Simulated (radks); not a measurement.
# Polarisabilities and dispersion coefficients of Be, B⁺, C²⁺ and others

One table from this session's results is given with a row withheld; the runs are named, their logs left out.

The numbers are computed with radks (a radial shooting solver on a logarithmic mesh, Libxc functionals) version 1 (scalar-relativistic Kohn-Sham, LDA (Slater exchange, VWN5 correlation), spin-unpolarised, spherical densities, finite nucleus), except any that are marked as measured or tabulated.

## What is computed

```
species : Be ([He] 2s2), B⁺ ([He] 2s2), C²⁺ ([He] 2s2), N³⁺ ([He] 2s2), O⁴⁺ ([He] 2s2), F⁵⁺ ([He] 2s2), Ne⁶⁺ ([He] 2s2), Mg⁸⁺ ([He] 2s2)
```

Set-up of the first run:

The run's settings:

```text
Z 4
configuration [He] 2s2
relativity scalar-relativistic
functional lda,vwn5
spin unpolarised
nucleus finite rms 2.519 fm
c 137.035999084
response adiabatic LDA kernel
```

Among the steps run: Be, [He] 2s2; B⁺, [He] 2s2; C²⁺, [He] 2s2; N³⁺, [He] 2s2; O⁴⁺, [He] 2s2; F⁵⁺, [He] 2s2; Ne⁶⁺, [He] 2s2; Mg⁸⁺, [He] 2s2.

One table of the session follows, with a row left open; its other results are not shown here.

```
species  −ε(HOMO) (eV)  α (bohr³)  α uncoupled (bohr³)  C6 (hartree bohr⁶)  C8 (hartree bohr⁸)
     Be          5.599      43.77                80.49               263.6               13532
     B⁺         19.413      10.77                20.25               29.13               548.7
    C²⁺              ?          ?                    ?                   ?                   ?
    N³⁺         67.800      2.102                3.953               2.058               11.38
    O⁴⁺         102.27      1.191                2.233              0.8060               2.866
    F⁵⁺         143.58     0.7387                1.381              0.3651              0.8896
   Ne⁶⁺         191.73     0.4891               0.9115              0.1839              0.3217
   Mg⁸⁺         308.61     0.2458               0.4549             0.05836             0.05824
```

Estimate the missing values for C²⁺.

The run gave: −ε(HOMO) (eV): 40.174; α (bohr³): 4.249; α uncoupled (bohr³): 8.005; C6 (hartree bohr⁶): 6.503; C8 (hartree bohr⁸): 61.48. In the column «−ε(HOMO) (eV)» it lies between B⁺ (19.413) and N³⁺ (67.800).

Be is the most polarisable and Mg⁸⁺ the least, a factor 178 apart. C8 is given only where no p, d or f shell is open.
